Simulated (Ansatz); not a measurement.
# TiW14: the cost of one run

Method: DFT PBE, plane waves, PAW, scalar-relativistic, no spin polarisation, in Ansatz 0.2.0.

1 further run of the same task is left out (it didn't finish).

**1. The system as given**

The cell holds 15 atoms (TiW14): a = 6.320 Å, b = 6.320 Å, c = 6.320 Å, α = 90.00°, β = 90.00°, γ = 90.00°.

Structure file:

```
Ti W
1.0
     6.32000    0.00000    0.00000
     0.00000    6.32000    0.00000
     0.00000    0.00000    6.32000
Ti W
1 14
Direct
  0.99753 0.00412 0.99903
  0.50006 0.99266 0.00277
  0.99816 0.49456 0.00267
  0.00477 0.99592 0.50670
  0.50334 0.49938 0.00309
  0.50435 0.00317 0.50054
  0.75435 0.25955 0.25284
  0.00059 0.49893 0.49829
  0.25465 0.75239 0.25200
  0.25033 0.25105 0.75435
  0.50622 0.49102 0.49671
  0.75472 0.75409 0.24934
  0.75580 0.25481 0.74457
  0.24969 0.75307 0.74912
  0.75518 0.74152 0.75194
```

**2. Relaxing end A**

Input file input.yaml:

```yaml
crystal:
  lattice:
    - [6.32, 0.0, 0.0]
    - [0.0, 6.32, 0.0]
    - [0.0, 0.0, 6.32]
  atoms:
    - { symbol: Ti, position: [-0.002465, 0.0041154, -0.0009726] }
    - { symbol: W, position: [0.5000567, -0.0073411, 0.00277] }
    - { symbol: W, position: [-0.0018395, 0.4945576, 0.0026684] }
    - { symbol: W, position: [0.0047724, -0.0040769, 0.506699] }
    - { symbol: W, position: [0.5033417, 0.4993839, 0.003094] }
    - { symbol: W, position: [0.504345, 0.0031662, 0.5005426] }
    - { symbol: W, position: [0.7543464, 0.2595489, 0.2528387] }
    - { symbol: W, position: [0.0005886, 0.4989337, 0.4982906] }
    - { symbol: W, position: [0.2546463, 0.7523894, 0.2520048] }
    - { symbol: W, position: [0.2503283, 0.2510477, 0.7543485] }
    - { symbol: W, position: [0.506218, 0.4910172, 0.4967087] }
    - { symbol: W, position: [0.7547196, 0.7540869, 0.2493357] }
    - { symbol: W, position: [0.7557985, 0.2548087, 0.7445739] }
    - { symbol: W, position: [0.2496877, 0.7530726, 0.7491195] }
    - { symbol: W, position: [0.7551811, 0.741521, 0.7519389] }
basis:
  ecutwfc: 420.0
kpoints:
  mp_grid: { grid: [3, 3, 3] }
hamiltonian:
  xc: pbe
  pseudopotentials: { kind: paw, azcp: { folder: soft_1 } }
scf:
  occupations: { method: gaussian, width: 0.1 }
  lower_state_search: "off"
relax:
  f_tol: 0.03
  max_steps: 60
  adjacent_minimum: "off"
```

Started as:

```console
$ ansatz run input.yaml --threads 4 --pin off --max-ram 10240MiB --backend cpu --events-out ev --progress --plain --runs-dir out
```

What time and memory should one allow on 4 threads of Arm Neoverse V1, shared host?

About 59 s, with a peak of 1 GiB.
